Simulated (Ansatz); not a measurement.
# C₂H₄FNOSi: a ladder of functionals and wavefunction methods

One table from this session's results is given with a row withheld; the runs are named, their logs left out.

Method: functionals in def2-TZVPP, the program's frozen cores in correlated methods; program: Ansatz 0.2.0, Gaussian basis.

The runs, in order: PBE-D4, r2SCAN-D4, PBE0-D4, B3LYP-D4, ωB97X-V, ωB97M-V, B2PLYP; CCSD(T)/def2-TZVPP; MP2/def2-QZVPP; extrapolation to the limit.

### The relaxed structure

All runs share one geometry, relaxed beforehand with PBE0-D4 in a triple-zeta def2 set.

10 atoms, charge 0, spin multiplicity 1.

Atoms are counted from 1 here; the program's logs count them from 0.

Bond lengths: F1–C2 1.361 Å, C2–N3 1.451 Å, C2–O6 1.386 Å, C2–H7 1.094 Å, N3–C4 1.270 Å, C4–Si5 1.885 Å, C4–H8 1.089 Å, Si5–O6 1.657 Å, Si5–H9 1.482 Å, Si5–H10 1.482 Å. Angles: F1–C2–N3 107.3°, F1–C2–O6 108.7°, F1–C2–H7 107.7°, N3–C2–O6 113.6°, N3–C2–H7 109.5°, O6–C2–H7 109.8°, C2–N3–C4 113.6°, N3–C4–Si5 110.0°, N3–C4–H8 118.1°, Si5–C4–H8 131.8°, C4–Si5–O6 90.3°, C4–Si5–H9 115.7°, C4–Si5–H10 115.3°, O6–Si5–H9 111.3°, O6–Si5–H10 113.3°, H9–Si5–H10 109.8°, C2–O6–Si5 112.5°.

Set-up of the first run:

Input file in.yaml:

```yaml
crystal:
  periodic: [false, false, false]
  atoms:
    - {symbol: F, position_ang: [-2.253456, 0.472500, 0.508378]}
    - {symbol: C, position_ang: [-1.035966, -0.036532, 0.840275]}
    - {symbol: N, position_ang: [-0.777028, -1.152754, -0.049417]}
    - {symbol: C, position_ang: [0.260476, -1.001489, -0.766652]}
    - {symbol: Si, position_ang: [1.069394, 0.658725, -0.389803]}
    - {symbol: O, position_ang: [-0.091535, 0.974541, 0.750205]}
    - {symbol: H, position_ang: [-1.095294, -0.397374, 1.871642]}
    - {symbol: H, position_ang: [0.515996, -1.790503, -1.472206]}
    - {symbol: H, position_ang: [2.418667, 0.592066, 0.220237]}
    - {symbol: H, position_ang: [1.071745, 1.629620, -1.509759]}
basis:
  gaussian: {orbitals: def2-TZVPP}
hamiltonian: {xc: pbe, dispersion: d4}
output: {forces: true, orbitals: {seedname: orbitals}}
```

Launch:

```console
ansatz run in.yaml --threads 4 --pin off --events-out ev --progress --plain --max-ram 10444MiB
```

Among the steps run: PBE-D4 (GGA); r2SCAN-D4 (meta-GGA); PBE0-D4 (hybrid); B3LYP-D4 (hybrid); ωB97X-V (range-separated); ωB97M-V (range-separated); B2PLYP (double hybrid); CCSD(T) in def2-TZVPP; MP2 in def2-QZVPP.

One table of the session follows, with a row left open; its other results are not shown here.

It belongs to the step «Atomisation energies». 

```
            method  atomisation energy (eV)
            PBE-D4                   43.009
         r2SCAN-D4                   41.689
           PBE0-D4                   41.735
          B3LYP-D4                   41.532
           ωB97X-V                   41.877
           ωB97M-V                   41.805
            B2PLYP                   41.133
     HF/def2-TZVPP                   28.391
    MP2/def2-TZVPP                   41.493
   CCSD/def2-TZVPP                   39.409
CCSD(T)/def2-TZVPP                   40.277
           MP2/CBS                        ?
       CCSD(T)/CBS                   41.577
```

**Question.** Estimate the row for MP2/CBS.

**Answer.** atomisation energy (eV): 42.793. In the column «atomisation energy (eV)» it lies between ωB97X-V (41.877) and PBE-D4 (43.009).
